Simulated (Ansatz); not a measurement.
ScBC, space group P6_3/mmc: an equation of state with a fit, run with Ansatz 0.2.0 through its Python package.

`eos_scbc.py`
```python
# -*- coding: utf-8 -*-
"""Bulk modulus of ScBC from an E(V) curve."""

import argparse
import logging
import sys

import ansatz
import numpy as np
from scipy.optimize import curve_fit

logging.basicConfig(stream=sys.stdout, format="%(name)s: %(message)s")
logger = logging.getLogger("scbc")
logger.setLevel(logging.INFO)

parser = argparse.ArgumentParser(description="Bulk modulus of ScBC from an E(V) curve.")
parser.add_argument("--xc", default="LDA", help="exchange-correlation functional")
parser.add_argument("--filling", required=True, help="how the bands are filled")
parser.add_argument("--sigma", type=float, required=True, help="smearing width (eV)")
parser.add_argument("--ecut", type=float, default=500.0, help="plane-wave cutoff (eV)")
parser.add_argument("--mesh", type=int, nargs=3, required=True, help="k-point sampling")
args = parser.parse_args()

VECTORS = np.array([
    [2.916149, 0.0, 0.0],
    [-1.458075, 2.525459, 0.0],
    [0.0, 0.0, 7.316114],
])
SITES = [
    ("Sc", [0.0, 0.0, 0.0]),
    ("Sc", [0.0, 0.0, 0.5]),
    ("B", [2 / 3, 1 / 3, 0.25]),
    ("B", [1 / 3, 2 / 3, 0.75]),
    ("C", [2 / 3, 1 / 3, 0.75]),
    ("C", [1 / 3, 2 / 3, 0.25]),
]


def build(cell):
    crystal = ansatz.Crystal(lattice=ansatz.Lattice.of(cell))
    for symbol, position in SITES:
        crystal = crystal.atom(symbol, position)
    return crystal

def vinet(v, e0, v0, b0, b1):
    eta = (v / v0) ** (1 / 3)
    return e0 + 2 * b0 * v0 / (b1 - 1) ** 2 * (2 - (5 + 3 * b1 * (eta - 1) - 3 * eta) * np.exp(-1.5 * (b1 - 1) * (eta - 1)))


def main():
    # scale the volume, keep shape and fractions
    volumes, energies = [], []
    for scale in np.linspace(0.88, 1.12, 7):
        cell = VECTORS * scale ** (1 / 3)
        model = build(cell).calculation()
        model = model.pseudopotentials("paw", azcp={"folder": "soft_1"}).functional(args.xc)
        model = model.occupations(args.filling, width=args.sigma).basis(args.ecut)
        model = model.kpoints(*args.mesh)
        summary = model.run(threads=1).report
        volumes.append(abs(np.linalg.det(cell)) / len(SITES))
        energies.append(summary["free_energy_ev"] / len(SITES))
        logger.info(f"V = {volumes[-1]:8.4f} A^3/atom  F = {energies[-1]:.5f} eV/atom")

    guess = (min(energies), volumes[int(np.argmin(energies))], 0.5, 4.5)
    (e0, v0, b0, b1), _ = curve_fit(vinet, np.array(volumes), np.array(energies), p0=guess, maxfev=20000)
    logger.info(f"Vinet fit: V0 = {v0:.4f} A^3/atom, B0 = {160.21766 * b0:.1f} GPa, B1 = {b1:.2f}")
    print("largest residual", round(1000 * float(np.abs(vinet(np.array(volumes), e0, v0, b0, b1) - energies).max()), 3), "meV/atom")


if __name__ == "__main__":
    main()
```

From its runs, with one value withheld:

| V (Å³/atom) | F less the lowest row shown (meV/atom) |
| --- | --- |
| 7.902 | ? |
| 8.262 | 6.19 |
| 8.621 | 0.00 |
| 8.980 | 16.80 |
| 9.339 | 52.34 |
| 9.698 | 103.16 |
| 10.058 | 166.43 |

What is the missing energy at 7.902 Å³ an atom?

A third-order Birch-Murnaghan fit, E = E0 + (9 V0 B0 / 16) [(t - 1)³ B' + (t - 1)² (6 - 4t)] with t = (V0/V)^(2/3), through the 6 rows shown gives V0 = 8.528 Å³, B0 = 255.9 GPa, B' = 3.89 and E0 = -0.80 meV. At V = 7.902 Å³, t = 1.05209, and the fit extrapolates to 40.65 meV. The run gave 40.57 meV, a miss of 0.08 meV.

Reading the output:
- Shape and fractional positions are held along the curve, so the bulk modulus is an upper value where they are free to relax.
- For a metal this k-point mesh is coarse: on a finer one energies can move by several to tens of meV an atom and pressures by half a GPa or more, differences at one mesh by less.
- The PAW files read here were made with PBE, not with each functional that runs on them.
- The structure comes from a database of computed cells and needn't be a stable or known phase.
- The whole script took 12 s on 1 thread of Intel(R) Xeon(R) Processor @ 2.30GHz, with other jobs on the host, peak memory 0.58 GiB.
